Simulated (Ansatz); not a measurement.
The system is Cu3O2.

```
Cu O
1.0
    -2.02298    2.02298    3.67362
     2.02298   -2.02298    3.67362
     2.02298    2.02298   -3.67362
Cu O
3 2
Direct
  0.00000 0.00000 0.00000
  0.75000 0.25000 0.50000
  0.25000 0.75000 0.50000
  0.50000 0.00000 0.50000
  0.00000 0.50000 0.50000
```

The cell comes from a database or a generator and needn't be the stable form of this composition.

Base run:

```yaml
Program: Ansatz 0.2.0
Functional: revPBE
Potentials_or_basis: Ansatz PAW
Cutoff: 420 eV
Density_cutoff: 1680 eV
k_mesh: 9 × 9 × 9
Occupations: fermi-dirac, width 0.05 eV
Spin: no spin polarisation
```

Its results: band gap on the k mesh none (metal or under the smearing width); pressure 4.1 GPa.

Question: After a change of settings the same cell gave: band gap on the k mesh none (metal or under the smearing width); pressure -11.8 GPa. Which change was it?
A. functional from revPBE to LDA
B. functional from revPBE to PBEsol; k mesh from 9 × 9 × 9 to 8 × 8 × 8
C. functional from revPBE to PBE; hubbard terms from none to Cu d U = 8 eV; hubbard projectors from none to ortho-atomic (the default)
D. functional from revPBE to PBEsol

Answer: A.

LDA binds more tightly than revPBE, so the same cell stands under less pressure.

Caveats: an odd number of electrons without spin polarisation forces a metal; a magnetic or distorted state may lie lower; the run has no spin polarisation, though such a crystal can be magnetic; semilocal functionals often make such compounds metallic where correlation or magnetic order opens a gap, which also shifts bond lengths; the PAW data sets come from PBE, with cores solved anew for the run's functional, which leaves a small shift of forces and pressure; the density of states is complete only up to the lowest level of the last band computed; the potentials were made for another functional, which shifts forces and pressure (some runs).

Not every run made on this cell is shown here.
